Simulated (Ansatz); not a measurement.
Write the native input for Ansatz 0.2.0 that does the following.

| Property | Result |
| --- | --- |
| Task | relaxation of cell and atoms |
| Functional | PBEsol |
| Potentials or basis | Ansatz PAW |
| Cutoff | 420 eV (not typed: the program's choice for these potentials) |
| k mesh | 9 × 9 × 9 |
| Occupations | fermi-dirac, width 0.05 eV |
| Spin | no spin polarisation |
| Target pressure | 5 GPa |
| Target pressure (GPa) | 5 |

The system is Ta3Cu.

```xyz
4
Lattice="-2.0065 2.0065 4.2082 2.0065 -2.0065 4.2082 2.0065 2.0065 -4.2082" Properties=species:S:1:pos:R:3 pbc="T T T"
Ta    0.0000    0.0000    4.2082
Ta    2.0065    0.0000    2.1041
Ta    0.0000    2.0065    2.1041
Cu    0.0000    0.0000    0.0000
```

The cell comes from a database or a generator and needn't be the stable form of this composition.

One way to write it, as run:

input.yaml

```yaml
crystal:
  lattice:
    - [-2.006507, 2.006507, 4.20817]
    - [2.006507, -2.006507, 4.20817]
    - [2.006507, 2.006507, -4.20817]
  atoms:
    - { symbol: Ta, position: [0.5, 0.5, 0.0] }
    - { symbol: Ta, position: [0.25, 0.75, 0.5] }
    - { symbol: Ta, position: [0.75, 0.25, 0.5] }
    - { symbol: Cu, position: [0.0, 0.0, 0.0] }
hamiltonian:
  xc: pbesol
  pseudopotentials: { kind: paw }
kpoints:
  mp_grid: { grid: [9, 9, 9] }
scf:
  occupations: { method: fermi_dirac, width: 0.05 }
output:
  forces: true
  stress: true
  eigenvalues: true
relax:
  f_tol: 0.01
  max_steps: 40
  cell: { stress_tol: 0.05, p_target: 5.0 }
```

Potentials or basis: Ansatz PAW.

The run is started by

```console
$ ansatz run input.yaml --threads 2 --pin off --max-ram 5632MiB --backend cpu --events-out ev --progress --plain --runs-dir out
```

Results of the run:

```json
{
  "Relaxed volume": "15.97 Å³/atom",
  "Relaxed cell": "a = 4.960 Å, b = 4.960 Å, c = 4.960 Å, α = 133.10°, β = 133.10°, γ = 68.49°",
  "Space group after relaxing (to 0.05 Å)": "I4/mmm (No. 139)",
  "Energy change on relaxing (the enthalpy is what falls)": "-5.6 meV/atom",
  "Ionic steps": "7",
  "Pressure after relaxing": "5.0 GPa",
  "Band gap on the k mesh": "none (metal or under the smearing width)"
}
```

Caveat: the plane-wave basis is chosen anew once the cell has moved, so the energies of steps on either side of that aren't comparable; the PAW data sets come from PBE, with cores solved anew for the run's functional, which leaves a small shift of forces and pressure.

It took 46 s on 2 threads of Arm Neoverse V2 (shared host), peak memory 0.46 GiB.
